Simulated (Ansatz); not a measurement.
# In3GaAs4: the cost of one run

Computed with Ansatz 0.2.0 (DFT PBE, scalar-relativistic, plane waves, PAW, unless a step's input says otherwise).

### 1 The starting structure

It takes space group P-4m2 (No. 115, tetragonal). Conventional cell: a = 4.069 Å, b = 4.069 Å, c = 11.509 Å, α = 90.00°, β = 90.00°, γ = 90.00°. In (site symmetry -4m2) has 4 As at 2.49 Å as nearest neighbours. In (site symmetry 2mm) has 4 As at 2.49 Å as nearest neighbours. Around Ga (site symmetry -4m2) lie 4 As at 2.49 Å. As (site symmetry 2mm) has 4 In at 2.49 Å as nearest neighbours. As (site symmetry 2mm) is surrounded by 2 In at 2.49 Å and 2 Ga at 2.49 Å.

As a file:

```xyz
8
Lattice="4.0690 0.0000 0.0000 0.0000 4.0690 0.0000 0.0000 0.0000 11.5089" Properties=species:S:1:pos:R:3 pbc="T T T"
In    0.0000    0.0000    0.0000
In    2.0345    2.0345    2.8772
In    2.0345    2.0345    8.6317
Ga    0.0000    0.0000    5.7545
As    2.0345    0.0000    1.4386
As    0.0000    2.0345    4.3159
As    2.0345    0.0000    7.1931
As    0.0000    2.0345   10.0703
```

The start is an ordering of an alloy on its end members' structure types: elements ordered on the sites of the InAs type, Ga/In on In (P-4m2, No. 115).

### 2 The guess as it stands, on a coarse mesh

input.yaml

```yaml
crystal:
  lattice:
    - [4.06902474, 0.0, 0.0]
    - [0.0, 4.06902474, 0.0]
    - [0.0, 0.0, 11.50893996]
  atoms:
    - { symbol: In, position: [0.0, 0.0, 0.0] }
    - { symbol: In, position: [0.5, 0.5, 0.25] }
    - { symbol: In, position: [0.5, 0.5, 0.75] }
    - { symbol: Ga, position: [0.0, 0.0, 0.5] }
    - { symbol: As, position: [0.5, 0.0, 0.125] }
    - { symbol: As, position: [0.0, 0.5, 0.375] }
    - { symbol: As, position: [0.5, 0.0, 0.625] }
    - { symbol: As, position: [0.0, 0.5, 0.875] }
basis:
  ecutwfc: 420
kpoints:
  mp_grid: { grid: [4, 4, 2] }
hamiltonian:
  xc: pbe
scf:
  occupations: { method: gaussian, width: 0.1 }
  lower_state_search: "off"
output:
  forces: true
  stress: true
  eigenvalues: true
```

The run is started by

```console
$ ansatz run input.yaml --threads 1 --pin off --max-ram 2560MiB --backend cpu --events-out ev --progress --plain --runs-dir out
```

Q: Estimate wall time and peak memory on 1 thread of Intel Xeon Platinum 8375C at 2.90GHz (Ice Lake), shared host.

About 11 s, with a peak of 0.52 GiB.
